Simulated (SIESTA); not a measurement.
# GdO in SIESTA: the effect of functional

GdO:

```
Gd O
1.0
     0.00000    2.70000    2.70000
     2.70000    0.00000    2.70000
     2.70000    2.70000    0.00000
Gd O
1 1
Direct
  0.00000 0.00000 0.00000
  0.75000 0.75000 0.75000
```

Alike in all runs:

```yaml
Program: SIESTA 5.4.2
Task: single point
Potentials_or_basis: PseudoDojo 0.4 standard with PseudoDojo 3+ lanthanides (4f in the core) (PBE files)
Basis: DZP (energy shift 0.003 Ry; two zetas on semicore shells)
Grid_cutoff: 800 Ry
Energy_shift: 0.003 Ry
k_mesh: 9 × 9 × 9
Occupations: fermi-dirac, width 0.05 eV
Spin: collinear spin, ferromagnetic start
Starting_moments: "[7.0, 0.0] μB"
```

```csv
functional,pressure (GPa),moment (μB)
vdW-DF,1.0,0.95
vdW-DF2,3.0,0.88
optB88-vdW,?,?
vdW-DF-C09,-4.9,0.92
vdW-DF-cx,-4.4,0.94
VV10,-1.1,0.87
```

Q: What does the run with functional optB88-vdW give?

A: Pressure -2.3 GPa; moment 0.92 μB.

Caveats: the potentials were made for another functional, which shifts forces and pressure; the basis of atomic orbitals isn't converged, which shifts pressures, moduli and gaps; a cell with one magnetic atom can't hold antiferromagnetic order, which such compounds often take; the non-local part is tabulated coarsely and may be off by about a percent (some runs).

Runs at the PBE level aren't shown here.
